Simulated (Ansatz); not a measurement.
# C₃H₅ClOSi: up Jacob's ladder to CCSD(T)

Aim: compute C₃H₅ClOSi with functionals from several rungs and with coupled cluster, and see how far each lands from CCSD(T) at the basis-set limit for the atomisation energy.

The runs use Ansatz 0.2.0, Gaussian basis; functionals in def2-TZVPP, the program's frozen cores in correlated methods.

Plan: LDA (SPW92), PBE-D4, revPBE-D4, BLYP-D4, r2SCAN-D4, B97M-V, PBE0-D4, B3LYP-D4, r2SCANh-D4, r2SCAN0-D4, HSE06-D4, BHLYP-D4, CAM-B3LYP-D4, LC-ωPBE, ωB97X-V, ωB97M-V, B2PLYP, PBE-QIDH; CCSD(T)/def2-SVP; CCSD(T)/def2-TZVPP; MP2/def2-QZVPP; extrapolation to the limit; RPA on PBE.

## (1) The relaxed structure

An earlier PBE0-D4 in a triple-zeta def2 set relaxation fixed the geometry.

SMILES `C#C[SiH](Cl)OC`, 11 atoms, charge 0, spin multiplicity 1.

Atoms are counted from 1 here; the program's logs count them from 0.

Bond lengths: C1–C2 1.206 Å, C1–H7 1.066 Å, C2–Si3 1.819 Å, Si3–Cl4 2.052 Å, Si3–O5 1.621 Å, Si3–H8 1.470 Å, O5–C6 1.414 Å, C6–H9 1.094 Å, C6–H10 1.095 Å, C6–H11 1.090 Å. Angles: C2–C1–H7 179.7°, C1–C2–Si3 179.0°, C2–Si3–Cl4 106.9°, C2–Si3–O5 110.9°, C2–Si3–H8 111.9°, Cl4–Si3–O5 110.8°, Cl4–Si3–H8 109.0°, O5–Si3–H8 107.3°, Si3–O5–C6 125.1°, O5–C6–H9 110.8°, O5–C6–H10 111.2°, O5–C6–H11 107.8°, H9–C6–H10 109.0°, H9–C6–H11 109.0°, H10–C6–H11 109.0°.

## (2) LDA

This LDA is Slater exchange with PW92 correlation.

File in.yaml:

```yaml
crystal:
  periodic: [false, false, false]
  atoms:
    - {symbol: C, position_ang: [-0.937285, 0.743006, 2.377566]}
    - {symbol: C, position_ang: [-0.126747, 0.303682, 1.600352]}
    - {symbol: Si, position_ang: [1.107561, -0.328452, 0.422793]}
    - {symbol: Cl, position_ang: [1.001809, -2.376292, 0.490917]}
    - {symbol: O, position_ang: [0.810508, 0.214946, -1.074913]}
    - {symbol: C, position_ang: [-0.413669, 0.065896, -1.766271]}
    - {symbol: H, position_ang: [-1.652603, 1.128152, 3.068273]}
    - {symbol: H, position_ang: [2.470804, 0.092468, 0.777414]}
    - {symbol: H, position_ang: [-0.600121, -0.985091, -2.005366]}
    - {symbol: H, position_ang: [-1.250662, 0.451332, -1.175588]}
    - {symbol: H, position_ang: [-0.344296, 0.633354, -2.694576]}
basis:
  gaussian: {orbitals: def2-TZVPP}
hamiltonian: {xc: lda}
output: {orbitals: {seedname: orbitals}}
```

On the command line:

```
$ ansatz run in.yaml --threads 2 --pin off --events-out ev --progress --plain --max-ram 32768MiB --backend cuda --devices 0, --max-vram 18GiB
```

Further steps of the session: PBE-D4 (GGA); revPBE-D4 (GGA); BLYP-D4 (GGA); r2SCAN-D4 (meta-GGA); B97M-V (meta-GGA); PBE0-D4 (hybrid); B3LYP-D4 (hybrid); r2SCANh-D4 (hybrid); r2SCAN0-D4 (hybrid); HSE06-D4 (hybrid); BHLYP-D4 (hybrid); CAM-B3LYP-D4 (range-separated); LC-ωPBE (range-separated); ωB97X-V (range-separated); ωB97M-V (range-separated); B2PLYP (double hybrid); PBE-QIDH (double hybrid); CCSD(T) in def2-SVP; CCSD(T) in def2-TZVPP; MP2 in def2-QZVPP; RPA on PBE orbitals.

Q: Predict the results of all the runs planned. Wanted: atomisation energy, CCSD(T)/CBS; farthest beyond LDA; mean size of error, GGA; mean size of error, meta-GGA; mean size of error, hybrid; mean size of error, range-separated; mean size of error, double hybrid; gap, smallest and largest; T1 diagnostic.

**Answer**, as computed:

| quantity | value |
| --- | --- |
| atomisation energy, CCSD(T)/CBS | 4455.0 kJ/mol |
| functionals within 22.3 kJ/mol (0.5 %) | BLYP-D4, r2SCAN-D4, B97M-V, PBE0-D4, B3LYP-D4, HSE06-D4, CAM-B3LYP-D4, ωB97X-V, ωB97M-V |
| farthest beyond LDA | BHLYP-D4 (-153.7 kJ/mol) |
| mean size of error, GGA | 44.5 kJ/mol |
| mean size of error, meta-GGA | 6.3 kJ/mol |
| mean size of error, hybrid | 46.0 kJ/mol |
| mean size of error, range-separated | 12.4 kJ/mol |
| mean size of error, double hybrid | 37.1 kJ/mol |
| gap, smallest and largest | 5.51 eV (LDA (SPW92)), 13.06 eV (LC-ωPBE) |
| T1 diagnostic | 0.0116 |
| triples share of the correlation energy | 4.2 % |

In words: The LDA atomisation energy is off by 630.2 kJ/mol (14 %): it overbinds. PBE-D4 is off by +87.1 kJ/mol. Double hybrids carry the basis error of their MP2 part in triple zeta, and no dispersion term here, so their miss is partly the set-up's. The rungs meta-GGA, range-separated miss on average by less than the doubt on the reference (22.3 kJ/mol), so they tie. Misses under about 22.3 kJ/mol are within the doubt on the reference itself, which lacks core-valence correlation, relativity and higher excitations. Hartree-Fock recovers 73 % of the binding; the rest is correlation. CCSD(T) in def2-SVP is off by -270.2 kJ/mol, which most functionals beat. Orbital gaps span 5.5 to 13.1 eV; exact exchange widens them.
